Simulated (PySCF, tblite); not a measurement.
# C4H10B2FN: geometry, infrared bands and NMR shifts

Wanted: the infrared bands and NMR shifts of C4H10B2FN (`BCNB(F)C(=C)C`), by calculation.

The runs use tblite 0.8.0 and PySCF 2.14.0, with density-fitted response routines of our own; the level of theory stands in each step. All values are computed, except where a source is named. Atoms count from 0, in the outputs and in this text.

**1. Starting geometry**

18 atoms, charge 0, multiplicity 1; geometry from: force field or distance geometry start.

Bonds of the start (Å): B0–C1 1.57, C1–N2 1.43, N2–B3 1.53, B3–F4 1.47, B3–C5 1.57, C5–C6 1.33, C5–C7 1.48, B0–H8 1.18, B0–H9 1.19, C1–H10 1.14, C1–H11 1.11, N2–H12 1.06, C6–H13 1.09, C6–H14 1.11, C7–H15 1.14, C7–H16 1.11, C7–H17 1.08.

**2. Optimising the geometry with GFN2-xTB**

The job: settings as JSON, then the geometry in Å.

```
{"job": {"kind": "relax", "xc": "GFN2-xTB", "basis": "xTB"}, "charge": 0, "multiplicity": 1}
B      3.287700     0.140100    -1.388300
C      2.145100    -0.151100    -0.347500
N      0.814600    -0.108500    -0.869300
B     -0.161300    -0.411600     0.273900
F      0.431000    -0.466800     1.621300
C     -1.683300    -0.030600     0.169800
C     -2.544800    -0.564200     1.024700
C     -2.178000     0.924800    -0.852300
H      3.478100    -0.555800    -2.328100
H      4.072300     0.987500    -1.090600
H      2.325100    -1.192700     0.071000
H      2.225900     0.563600     0.497100
H      0.723200    -0.957400    -1.490800
H     -2.249300    -1.270200     1.805500
H     -3.617400    -0.286600     0.955200
H     -3.257900     1.188900    -0.614600
H     -2.240700     0.374400    -1.817800
H     -1.579200     1.822600    -0.895600
```

Launch:

```
$ OMP_NUM_THREADS=1 python probes_run.py task.json out
```

This one command runs all jobs of the session in turn.

**Question.** This job is followed by: GFN2-xTB harmonic vibrations, gas phase; GIAO PBE0/pcSseg-1 NMR shielding, non-relativistic, gas phase. Predict these results of the whole session: strongest single infrared mode (GFN2-xTB); zero-point energy (GFN2-xTB); ¹³C shifts against TMS (PBE0/pcSseg-1); ¹H shifts against TMS (PBE0/pcSseg-1, means over atoms taken as alike); ¹¹B shifts against BF3·OEt2 (PBE0/pcSseg-1); ¹⁵N shifts against NH3 (PBE0/pcSseg-1); ¹⁹F shifts against CFCl3 (PBE0/pcSseg-1).

The runs gave:

| quantity | value |
| --- | --- |
| strongest single infrared mode (GFN2-xTB) | 1470 cm⁻¹, 342 km/mol |
| zero-point energy (GFN2-xTB) | 87.4 kcal/mol |
| ¹³C shifts against TMS (PBE0/pcSseg-1) | 146.7, 136.8, 49.2, 24.7 ppm |
| ¹H shifts against TMS (PBE0/pcSseg-1, means over atoms taken as alike) | 7.99, 6.09, 6.07, 4.04, 3.77, 1.90 ppm |
| ¹¹B shifts against BF3·OEt2 (PBE0/pcSseg-1) | 91.5, 25.2 ppm |
| ¹⁵N shifts against NH3 (PBE0/pcSseg-1) | 102.4 ppm |
| ¹⁹F shifts against CFCl3 (PBE0/pcSseg-1) | -142.4 ppm |

The optimisation took 197 steps and gained 1.676 eV; among the close pairs (by a distance rule), N2–B3 changed most, from 1.533 to 1.386 Å. No mode is imaginary among the 48: a minimum at this level. The strongest single mode, at 1470 cm⁻¹, moves mainly N2 and B3. Unscaled tight-binding wavenumbers are off by several per cent, some by more. Its intensities can rank the bands wrongly. C5 (fully substituted alkene carbon) lies farthest downfield among carbon, at 146.7 ppm; as expected for a trigonal carbon in a double bond. At PBE0/pcSseg-1: The widest tensor belongs to F4: span 292 ppm, with a paramagnetic part of -160 ppm.
